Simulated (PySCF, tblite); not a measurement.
# C7H4F2O: dynamics, then NMR shifts on frames

Aim: move C7H4F2O (`C#C/C=C(\C#C)OC(F)F`) away from its starting geometry and see how NMR shifts follow the geometry.

The runs use tblite 0.8.0 and PySCF 2.14.0, with density-fitted response routines of our own; the level of theory stands in each step. All values are computed, except where a source is named. Atoms are numbered from 0 throughout.

### 1 Starting geometry

14 atoms, charge 0, multiplicity 1; geometry from: GFN2-xTB.

Bonds of the start (Å): C0–C1 1.20, C1–C2 1.40, C2–C3 1.34, C3–C4 1.41, C4–C5 1.20, C3–O6 1.39, O6–C7 1.34, C7–F8 1.34, C7–F9 1.36, C0–H10 1.05, C2–H11 1.08, C5–H12 1.05, C7–H13 1.11.

### 2 Thermal motion with GFN2-xTB

What the job is given:

```
{"job": {"kind": "md", "xc": "GFN2-xTB", "basis": "xTB", "temperature": 400, "steps": 2000, "every": 50, "frames": 5}, "charge": 0, "multiplicity": 1}
C      3.218500     0.999562     0.711421
C      2.168342     1.061700     0.130155
C      0.959583     1.176260    -0.571054
C     -0.055122     0.305154    -0.430206
C      0.008935    -0.803790     0.442153
C      0.050226    -1.748148     1.184696
O     -1.205524     0.528439    -1.183036
C     -2.240180    -0.321392    -1.056524
F     -2.933042    -0.316409    -2.205670
F     -3.108354     0.097586    -0.098709
H      4.132832     0.939430     1.221392
H      0.851646     2.008691    -1.251141
H      0.113356    -2.564411     1.840997
H     -1.961878    -1.363145    -0.811401
```

Method: GFN2-xTB Langevin dynamics, gas phase.

Launch:

```console
$ OMP_NUM_THREADS=1 python probes_run.py task.json out
```

One launch serves the whole session: the jobs run in the order shown.

Log:

```text
t/fs     T/K      E/eV
    0.0   309.9   -827.22293
   25.0   254.6   -826.79233
   50.0   327.7   -826.75599
   75.0   302.3   -826.78930
  100.0   294.9   -826.85704
  125.0   376.7   -826.73735
  150.0   525.8   -826.69729
  175.0   452.7   -826.48781
  200.0   428.8   -826.52159
  225.0   474.8   -826.47803
  250.0   462.2   -826.77281
  275.0   328.4   -826.53367
  300.0   332.9   -826.67737
  325.0   456.3   -826.59578
  350.0   432.8   -826.41782
  375.0   373.3   -826.34516
  400.0   497.8   -826.50246
  425.0   367.2   -826.58506
  450.0   500.2   -826.70729
  475.0   372.6   -826.47284
  500.0   486.2   -826.84474
  525.0   353.1   -826.60635
  550.0   345.0   -826.73502
  575.0   318.6   -826.69590
  600.0   312.2   -826.52023
  625.0   411.7   -826.48681
  650.0   459.0   -826.56099
  675.0   428.9   -826.67114
  700.0   338.2   -826.60973
  725.0   380.8   -826.75358
  750.0   414.4   -826.60447
  775.0   364.5   -826.66185
  800.0   449.2   -826.69771
  825.0   334.8   -826.59757
  850.0   478.5   -826.76103
  875.0   432.5   -826.78761
  900.0   326.6   -826.59979
  925.0   294.6   -826.74772
  950.0   345.3   -826.92243
  975.0   301.9   -826.72874
 1000.0   315.9   -826.65866
```

Wall time 20 s (1 thread of Arm Neoverse N1, shared host); peak memory 0.18 GiB.

Distance from the start (root mean square after alignment): 0 fs 0.00 Å, 200 fs 0.26 Å, 400 fs 0.33 Å, 600 fs 0.25 Å, 800 fs 0.33 Å, 1000 fs 0.25 Å.

Positions (Å) and forces (eV/Å) at 1000 fs:

```xyz
14

C     3.493   -1.054    0.161    0.327   -0.066    0.506
C     2.472   -0.418    0.215    0.650   -0.714   -0.145
C     1.368    0.375    0.446   -0.503    1.121    1.009
C     0.085   -0.025    0.461   -0.448   -1.390    0.488
C    -0.197   -1.415    0.096   -0.181    2.540    0.175
C    -0.503   -2.483   -0.342   -0.543   -0.611   -0.535
O    -0.908    0.812    1.047    1.297    0.174   -0.301
C    -2.215    0.618    0.811    0.797   -0.350    0.720
F    -2.815    1.643    0.239   -0.087    0.943   -0.765
F    -2.886    0.460    1.956   -0.195   -0.145    0.924
H     4.390   -1.557    0.416   -0.259    0.029   -0.535
H     1.667    1.308    0.946   -0.466   -0.030   -0.597
H    -0.871   -3.347   -0.823    0.313   -0.081    0.318
H    -2.328   -0.272    0.256   -0.703   -1.420   -1.261
```

### 3 NMR shieldings: 250 fs, PBE0/pcSseg-1

What the job is given:

```
{"job": {"kind": "nmr", "xc": "PBE0", "basis": "pcSseg-1", "pop": false}, "charge": 0, "multiplicity": 1}
C      3.150600     0.248300     0.420000
C      1.995200     0.315000     0.110800
C      0.734900     0.725800    -0.386100
C     -0.312200    -0.080400    -0.411200
C     -0.113700    -1.369900     0.095600
C      0.311200    -2.321800     0.711600
O     -1.503400     0.358300    -0.958500
C     -2.554800    -0.336100    -0.626600
F     -3.655800     0.171500    -1.204200
F     -2.906400    -0.197800     0.717000
H      4.030100    -0.102400     0.752000
H      0.633800     1.785000    -0.656500
H      0.496800    -3.202000     1.124600
H     -2.508700    -1.420000    -0.753200
```

Level: GIAO PBE0/pcSseg-1 NMR shielding, non-relativistic, gas phase.

Log:

```text
coarse grid: 13344 points
cycle   1  E = -542.9777876482  dE =  2.016e+00  |g| = 9.261e-01  |ddm| = 3.879e+00
cycle   2  E = -542.8038999573  dE =  1.739e-01  |g| = 1.366e+00  |ddm| = 1.711e+00
cycle   3  E = -543.1189035671  dE = -3.150e-01  |g| = 2.509e-01  |ddm| = 1.106e+00
cycle   4  E = -543.1318361252  dE = -1.293e-02  |g| = 1.139e-01  |ddm| = 2.612e-01
cycle   5  E = -543.1347943052  dE = -2.958e-03  |g| = 3.070e-02  |ddm| = 9.256e-02
cycle   6  E = -543.1349739638  dE = -1.797e-04  |g| = 1.120e-02  |ddm| = 3.121e-02
cycle   7  E = -543.1350007817  dE = -2.682e-05  |g| = 2.854e-03  |ddm| = 1.057e-02
cycle   8  E = -543.1350024621  dE = -1.680e-06  |g| = 1.133e-03  |ddm| = 2.993e-03
final grid: 134360 points
cycle   9  E = -543.2206721021  dE = -4.400e-05  |g| = 9.570e-03  |ddm| = 5.401e-02
cycle  10  E = -543.2206524965  dE =  1.961e-05  |g| = 1.406e-02  |ddm| = 1.774e-02
cycle  11  E = -543.2206883652  dE = -3.587e-05  |g| = 2.323e-03  |ddm| = 1.048e-02
cycle  12  E = -543.2206895639  dE = -1.199e-06  |g| = 6.737e-04  |ddm| = 1.940e-03
cycle  13  E = -543.2206896607  dE = -9.683e-08  |g| = 2.209e-04  |ddm| = 6.199e-04
cycle  14  E = -543.2206896686  dE = -7.917e-09  |g| = 1.361e-04  |ddm| = 2.541e-04
cycle  15  E = -543.2206896729  dE = -4.255e-09  |g| = 2.231e-05  |ddm| = 1.038e-04
cycle  16  E = -543.2206896729  dE = -8.947e-11  |g| = 1.057e-05  |ddm| = 2.084e-05
converged SCF energy = -543.2206896729

GIAO shielding tensors (ppm)
atom      isotropic    diamagn.    paramagn.     s11        s22        s33       span
  0 C       85.554     265.096    -179.541     31.150     37.239    188.275    157.125
  1 C       98.595     256.605    -158.010     -0.806      2.177    294.414    295.220
  2 C       68.982     251.179    -182.197    -36.156     95.654    147.448    183.604
  3 C       42.066     254.981    -212.915    -55.312     78.267    103.242    158.554
  4 C      107.166     259.595    -152.429     11.804     13.228    296.467    284.663
  5 C       81.101     258.129    -177.028     17.717     44.245    181.341    163.624
  6 O      178.090     398.511    -220.422    138.085    163.174    233.010     94.925
  7 C       64.268     233.541    -169.273     46.723     66.025     80.057     33.333
  8 F      274.638     464.982    -190.344    178.952    297.142    347.820    168.869
  9 F      238.079     472.965    -234.886    129.872    224.246    360.120    230.248
 10 H       29.819      35.281      -5.462     26.030     26.426     37.001     10.971
 11 H       25.150      29.396      -4.245     21.601     25.139     28.711      7.110
 12 H       29.813      34.759      -4.947     25.976     26.816     36.646     10.670
 13 H       24.773      24.772       0.001     21.638     25.126     27.555      5.916
```

It took 55 s on 1 thread of Arm Neoverse N1, shared host; peak memory 0.92 GiB.

Shifts follow as δ = σ(reference) − σ, with reference shieldings (ppm) from runs at the same level and on the same kind of geometry: ¹H TMS 31.72, ¹³C TMS 186.9, ¹⁹F CFCl3 170.9, ¹⁷O H2O 336.1. The references are single molecules in the gas phase, so shifts against H2O, NH3, PH3, H3PO4 or CFCl3 are not on the usual liquid scales and can be off by tens of ppm. Each atom is listed at this fixed geometry, with no averaging over motion; a spectrum would average atoms that exchange fast.

| atoms | environment | σ (ppm) | δ (ppm) |
| --- | --- | --- | --- |
| C3 | alkene carbon bearing oxygen | 42.1 | 144.9 |
| C7 | sp3 CH bonded to 2 F and O | 64.3 | 122.7 |
| C2 | β carbon of an enol-ether or enamine type C=C | 69.0 | 117.9 |
| C5 | terminal alkyne carbon | 81.1 | 105.8 |
| C0 | terminal alkyne carbon | 85.6 | 101.4 |
| C1 | alkyne carbon | 98.6 | 88.3 |
| C4 | alkyne carbon | 107.2 | 79.8 |
| H13 | hydrogen on an sp3 CH bonded to 2 F and O | 24.77 | 6.94 |
| H11 | hydrogen on a β carbon of an enol-ether or enamine type C=C | 25.15 | 6.57 |
| H12 | hydrogen on a terminal alkyne carbon | 29.81 | 1.90 |
| H10 | hydrogen on a terminal alkyne carbon | 29.82 | 1.90 |
| O6 | ether oxygen | 178.1 | 158.0 |
| F9 | fluorine of a CF2 group | 238.1 | -67.1 |
| F8 | fluorine of a CF2 group | 274.6 | -103.7 |

Orbitals, density, ELF and potential are computed afterwards from the orbital file.

Frontier orbitals at PBE0/pcSseg-1, with the share of their density that lies nearest to each atom:

```
orbital  energy (eV)                                                 lies on
   HOMO        -7.14  C0, C2 about 20 % each; C3, C5 about 15 % each; C1 9 %
   LUMO        -1.94                C2, C3 about 20 % each; C5 16 %; C0 13 %
```

ELF in a plane through or near 12 of the atoms.

Values, 10 rows by 14 columns:
```
0.00 0.00 0.00 0.00 0.00 0.00 0.00 0.00 0.00 0.00 0.00 0.00 0.00 0.00
0.00 0.00 0.00 0.00 0.00 0.00 0.06 0.00 0.00 0.00 0.00 0.00 0.00 0.00
0.00 0.00 0.00 0.00 0.00 0.46 1.00 0.55 0.03 0.00 0.00 0.00 0.00 0.00
0.00 0.00 0.00 0.00 0.00 0.42 0.15 0.77 0.36 0.02 0.02 0.00 0.00 0.00
0.00 0.00 0.70 0.45 0.38 0.06 0.70 0.22 0.12 0.92 0.34 0.00 0.00 0.00
0.00 0.01 0.98 0.79 0.81 0.49 0.39 0.42 0.56 0.42 0.70 0.75 0.02 0.00
0.00 0.00 0.10 0.69 0.80 0.64 0.16 0.20 0.88 0.31 0.81 0.58 0.01 0.00
0.00 0.00 0.00 0.08 0.06 0.21 1.00 0.34 0.13 0.04 0.02 0.00 0.00 0.00
0.00 0.00 0.00 0.00 0.00 0.00 0.01 0.00 0.00 0.00 0.00 0.00 0.00 0.00
0.00 0.00 0.00 0.00 0.00 0.00 0.00 0.00 0.00 0.00 0.00 0.00 0.00 0.00
```
The map spans 13.8 Å across and 11.3 Å up, centred on the molecule. Atoms in the plane (x, y in Å): C0 (-3.4, -0.5), C1 (-2.2, -0.6), C2 (-0.9, -1.2), C3 (0.2, -0.4), C4 (0.0, 1.0), C5 (-0.5, 2.1), O6 (1.4, -1.0), C7 (2.5, -0.2), F8 (3.6, -0.9), H10 (-4.3, -0.1), H11 (-0.8, -2.3), H12 (-0.7, 3.0).

log10 of the density (e/Å³) in the same plane.

Values, 10 rows by 14 columns:
```
-4.0 -4.0 -4.0 -4.0 -4.0 -4.0 -4.0 -4.0 -4.0 -4.0 -4.0 -4.0 -4.0 -4.0
-4.0 -4.0 -4.0 -4.0 -4.0 -3.3 -2.6 -3.0 -4.0 -4.0 -4.0 -4.0 -4.0 -4.0
-4.0 -4.0 -4.0 -4.0 -3.5 -1.7 -0.1 -1.2 -2.5 -3.9 -4.0 -4.0 -4.0 -4.0
-4.0 -4.0 -3.8 -3.2 -2.6 -1.2  0.5 -0.1 -1.4 -2.1 -2.6 -3.8 -4.0 -4.0
-4.0 -3.4 -1.7 -1.2 -1.2 -1.3 -0.2  0.6 -1.0 -0.3 -1.0 -2.4 -4.0 -4.0
-4.0 -2.8 -0.8  0.3  0.3  0.1 -0.2  1.2  0.0  1.1  0.3 -0.3 -2.5 -4.0
-4.0 -3.5 -1.9 -0.7 -0.4 -0.2  0.8 -0.5  0.4 -0.5  0.0 -0.5 -2.6 -4.0
-4.0 -4.0 -3.2 -2.4 -2.1 -1.5 -0.3 -1.5 -1.8 -2.2 -2.5 -2.9 -4.0 -4.0
-4.0 -4.0 -4.0 -4.0 -4.0 -3.4 -2.9 -3.4 -4.0 -4.0 -4.0 -4.0 -4.0 -4.0
-4.0 -4.0 -4.0 -4.0 -4.0 -4.0 -4.0 -4.0 -4.0 -4.0 -4.0 -4.0 -4.0 -4.0
```
The map spans 13.8 Å across and 11.3 Å up, centred on the molecule. Atoms in the plane (x, y in Å): C0 (-3.4, -0.5), C1 (-2.2, -0.6), C2 (-0.9, -1.2), C3 (0.2, -0.4), C4 (0.0, 1.0), C5 (-0.5, 2.1), O6 (1.4, -1.0), C7 (2.5, -0.2), F8 (3.6, -0.9), H10 (-4.3, -0.1), H11 (-0.8, -2.3), H12 (-0.7, 3.0).

On the surface of density 0.002 e/bohr³ the electrostatic potential runs, from the 1st to the 99th percentile, from -1.00 V near F9 to 1.69 V near H12.

### 4 NMR shieldings: 425 fs, PBE0/pcSseg-1

What the job is given:

```
{"job": {"kind": "nmr", "xc": "PBE0", "basis": "pcSseg-1", "pop": false}, "charge": 0, "multiplicity": 1}
C      3.416500    -0.399900    -0.225500
C      2.294200     0.009100    -0.342700
C      1.020700     0.680600    -0.491900
C     -0.105800     0.003800    -0.124900
C     -0.171000    -1.310600     0.298600
C     -0.339900    -2.481900     0.557900
O     -1.335300     0.685500    -0.246000
C     -2.431000    -0.122800    -0.263700
F     -3.386100     0.686500    -0.736600
F     -2.734800    -0.543600     0.966900
H      4.452300    -0.693800    -0.445300
H      1.245200     1.747000    -0.902700
H     -0.402500    -3.521900     0.668400
H     -2.482000    -0.965900    -0.968400
```

Level: GIAO PBE0/pcSseg-1 NMR shielding, non-relativistic, gas phase.

Log:

```text
coarse grid: 13344 points
cycle   1  E = -542.9851046174  dE =  1.792e+00  |g| = 9.126e-01  |ddm| = 3.814e+00
cycle   2  E = -542.8551076802  dE =  1.300e-01  |g| = 1.277e+00  |ddm| = 1.675e+00
cycle   3  E = -543.1287505822  dE = -2.736e-01  |g| = 1.861e-01  |ddm| = 1.000e+00
cycle   4  E = -543.1344202211  dE = -5.670e-03  |g| = 1.177e-01  |ddm| = 2.292e-01
cycle   5  E = -543.1376668969  dE = -3.247e-03  |g| = 2.557e-02  |ddm| = 8.822e-02
cycle   6  E = -543.1378106850  dE = -1.438e-04  |g| = 9.846e-03  |ddm| = 3.332e-02
cycle   7  E = -543.1378353060  dE = -2.462e-05  |g| = 2.644e-03  |ddm| = 9.983e-03
cycle   8  E = -543.1378369871  dE = -1.681e-06  |g| = 7.624e-04  |ddm| = 3.113e-03
final grid: 134360 points
cycle   9  E = -543.2240533105  dE = -3.495e-05  |g| = 1.106e-02  |ddm| = 6.345e-02
cycle  10  E = -543.2240226497  dE =  3.066e-05  |g| = 1.726e-02  |ddm| = 2.128e-02
cycle  11  E = -543.2240747776  dE = -5.213e-05  |g| = 1.713e-03  |ddm| = 1.352e-02
cycle  12  E = -543.2240753526  dE = -5.750e-07  |g| = 5.621e-04  |ddm| = 1.607e-03
cycle  13  E = -543.2240754157  dE = -6.318e-08  |g| = 2.320e-04  |ddm| = 5.656e-04
cycle  14  E = -543.2240754274  dE = -1.167e-08  |g| = 9.668e-05  |ddm| = 2.132e-04
cycle  15  E = -543.2240754292  dE = -1.814e-09  |g| = 2.893e-05  |ddm| = 7.905e-05
cycle  16  E = -543.2240754294  dE = -1.837e-10  |g| = 9.480e-06  |ddm| = 2.409e-05
converged SCF energy = -543.2240754294

GIAO shielding tensors (ppm)
atom      isotropic    diamagn.    paramagn.     s11        s22        s33       span
  0 C       88.338     261.225    -172.887     22.726     40.721    201.566    178.840
  1 C       95.395     259.449    -164.054    -10.653      3.682    293.156    303.809
  2 C       69.491     246.642    -177.151    -20.482     79.244    149.711    170.193
  3 C       37.947     247.667    -209.720    -56.049     66.866    103.025    159.074
  4 C      107.929     253.851    -145.921      9.082     14.722    299.984    290.902
  5 C       76.407     259.562    -183.155     18.952     41.819    168.450    149.498
  6 O      140.275     399.439    -259.164    107.605    132.507    180.713     73.108
  7 C       65.206     234.194    -168.988     47.464     70.491     77.662     30.198
  8 F      277.675     466.584    -188.908    178.693    308.047    346.286    167.593
  9 F      261.241     471.031    -209.790    191.743    258.848    333.131    141.388
 10 H       26.946      30.429      -3.482     22.963     23.759     34.117     11.154
 11 H       23.449      26.000      -2.551     19.484     24.676     26.188      6.704
 12 H       27.662      33.401      -5.739     24.086     25.138     33.763      9.677
 13 H       24.824      26.452      -1.628     20.832     25.990     27.649      6.817
```

Run time: 43 s. Hardware: 1 thread of Arm Neoverse N1, shared host; peak memory 0.81 GiB.

In short: δ C3 149.0, C7 121.7, C2 117.4, C5 110.5, H11 8.27, H13 6.89 ppm.

(Part 1 of 2 ends here.)
